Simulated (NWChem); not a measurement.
**PBE0/3-21G run of SiH4S (sulfanylsilane)**

What is the electronic atomisation energy of SiH4S (sulfanylsilane) at PBE0/3-21G? 

The calculation is run with NWChem 7.3.0.

### 1 The system as given

The species is SiH4S (6 atoms), meant as a singlet with charge 0. As SMILES, `[SiH3]S`. The shape is that of a PBE0-D4/def2-TZVP optimisation.

Bond lengths: Si1–S2 2.137 Å, Si1–H3 1.485 Å, Si1–H4 1.482 Å, Si1–H5 1.485 Å, S2–H6 1.344 Å. Angles: Si1–S2–H6 94.7°, S2–Si1–H3 111.6°, S2–Si1–H4 104.8°, S2–Si1–H5 111.6°, H3–Si1–H4 110.0°, H3–Si1–H5 108.8°, H4–Si1–H5 110.0°.

### 2 A single-point energy at PBE0/3-21G (run 1)

Input file work.nw:

```
start work
title "H4SSi energy"
memory total 2200 mb

geometry units angstrom noautosym nocenter noautoz
 Si      -0.169800      -0.263400      -0.436000
 S        0.907300      -0.012600       1.392800
 H       -1.629800      -0.074300      -0.241600
 H        0.108600      -1.658300      -0.852500
 H        0.299800       0.681200      -1.481100
 H        0.526100       1.263300       1.572300
end

basis spherical bse
 * library 3-21G
end

dft
 xc pbe0
 grid fine
 convergence energy 1e-08
 iterations 100
 mulliken
 noprint "final vectors analysis"
end

task dft energy
```

Run with:

```bash
$ nwchem work.nw > work.out
```

Standard output:

```text
[...]
          Wavefunction type:  closed shell.
          No. of atoms     :     6
          No. of electrons :    34
[...]
          Charge           :     0
          Spin multiplicity:     1
[...]
          AO basis - number of functions:    34
[...]
              XC Information
              --------------
                         PBE0 Method XC Functional
                     Hartree-Fock (Exact) Exchange  0.250
          PerdewBurkeErnzerhof Exchange Functional  0.750
            Perdew 1991 LDA Correlation Functional  1.000 local
           PerdewBurkeErnz. Correlation Functional  1.000 non-local
[...]
 d= 0,ls=0.0,diis     1   -686.2553591112 -7.75D+02  2.34D-02  2.20D-01     0.4
[...]
 d= 0,ls=0.0,diis     8   -686.2894509578 -8.44D-10  2.73D-07  1.74D-11     2.2
         Total DFT energy =     -686.289450957841
      One electron energy =    -1126.871730286148
           Coulomb energy =      399.058201877960
    Exchange-Corr. energy =      -47.714563673179
 Nuclear repulsion energy =       89.238641123526
[...]
      Total Density - Mulliken Population Analysis
     ---------------------------------------------
    Atom       Charge   Shell Charges
 -----------   ------   -------------------------------------------------------
    1 Si  14    13.49   2.00  1.97  5.86  0.76  1.72  0.57  0.62
    2 S   16    16.38   2.00  1.96  5.88  1.03  2.51  1.00  2.01
    3 H    1     1.08   0.43  0.66
    4 H    1     1.07   0.43  0.64
    5 H    1     1.08   0.43  0.66
    6 H    1     0.89   0.44  0.45
[...]
```

Wall time 2.8 s (1 thread of AMD EPYC 7B13 (Zen 3), shared host); peak memory 0.11 GiB.

### 3 The H atom, same level (run 2)

Input file h.nw:

```
start h
title "H PBE0"
memory total 2200 mb

geometry noautosym nocenter noautoz
   H     0.000000    0.000000    0.000000
end

basis spherical bse
   * library 3-21G
end

dft
   xc pbe0
   mult 2
   grid fine
   convergence energy 1e-08
   maxiter 100
   mulliken
   noprint "final vectors analysis"
end

task dft energy
```

Run with:

```bash
$ nwchem h.nw > h.out
```

Standard output:

```text
[...]
          Wavefunction type:  spin polarized.
          No. of atoms     :     1
          No. of electrons :     1
[...]
          Charge           :     0
          Spin multiplicity:     2
[...]
          AO basis - number of functions:     2
[...]
              XC Information
              --------------
                         PBE0 Method XC Functional
                     Hartree-Fock (Exact) Exchange  0.250
          PerdewBurkeErnzerhof Exchange Functional  0.750
            Perdew 1991 LDA Correlation Functional  1.000 local
           PerdewBurkeErnz. Correlation Functional  1.000 non-local
[...]
 d= 0,ls=0.0,diis     1     -0.4963976920 -4.96D-01  1.74D-03  8.96D-06     0.1
[...]
  Singularity in Pulay matrix. Error and Fock matrices removed.
 d= 0,ls=0.0,diis     3     -0.4964017860 -2.91D-08  5.30D-08  7.05D-15     0.1
[...]
  Singularity in Pulay matrix. Error and Fock matrices removed.
 d= 0,ls=0.0,diis     4     -0.4964017860 -1.94D-14  3.36D-12  2.83D-23     0.1
[...]
         Total DFT energy =       -0.496401785960
      One electron energy =       -0.496194593707
           Coulomb energy =        0.320702553708
    Exchange-Corr. energy =       -0.320909745961
 Nuclear repulsion energy =        0.000000000000
[...]
      Total Density - Mulliken Population Analysis
     ---------------------------------------------
    Atom       Charge   Shell Charges
 -----------   ------   -------------------------------------------------------
    1 H    1     1.00   0.31  0.69
     --------------------------------------------
      Spin Density - Mulliken Population Analysis
     --------------------------------------------
    Atom       Charge   Shell Charges
 -----------   ------   -------------------------------------------------------
    1 H    1     1.00   0.31  0.69
[...]
      <S2> =      0.7500 (Exact =     0.7500)
[...]
```

Run time: 0.71 s. Hardware: 1 thread of AMD EPYC 7B13 (Zen 3), shared host; peak memory 0.1 GiB.

Run 3 isn't shown in full; the table further down has it.

### 4 The Si atom, same level (run 4)

Input file si.nw:

```
start si
title "Si PBE0"
memory 2200 mb

geometry noautosym nocenter noautoz
  Si     0.000000     0.000000     0.000000
end

basis spherical bse
  * library 3-21G
end

dft
  xc pbe0
  mult 3
  grid fine
  convergence energy 1e-08
  maxiter 100
  mulliken
  noprint "final vectors analysis"
end

task dft energy
```

Run the same way, it converges to -287.72689 Eh (log not shown).

### 5 The series

```csv
run,level,partner,energy (Eh),wall time
1,PBE0/3-21G,base,-686.289451,2.8 s
2,UPBE0/3-21G,atoms,-0.496402,0.71 s
3,UPBE0/3-21G,atoms,-396.005728,0.93 s
4,UPBE0/3-21G,atoms,-287.726894,0.95 s
```

### 6 Summary of results

Level: PBE0/3-21G.

```
                     quantity          value
        Si atom: total energy  -287.72689 Eh
                Si atom: ⟨S²⟩          2.000
electronic atomisation energy      15.544 eV
```

What this shows: Taking the molecule apart into free atoms costs 15.54 eV (358 kcal/mol), before zero-point energy and without spin-orbit coupling. The basis has no polarisation functions, which makes bonds too weak. All runs together took 5.4 s, the longest 2.8 s.
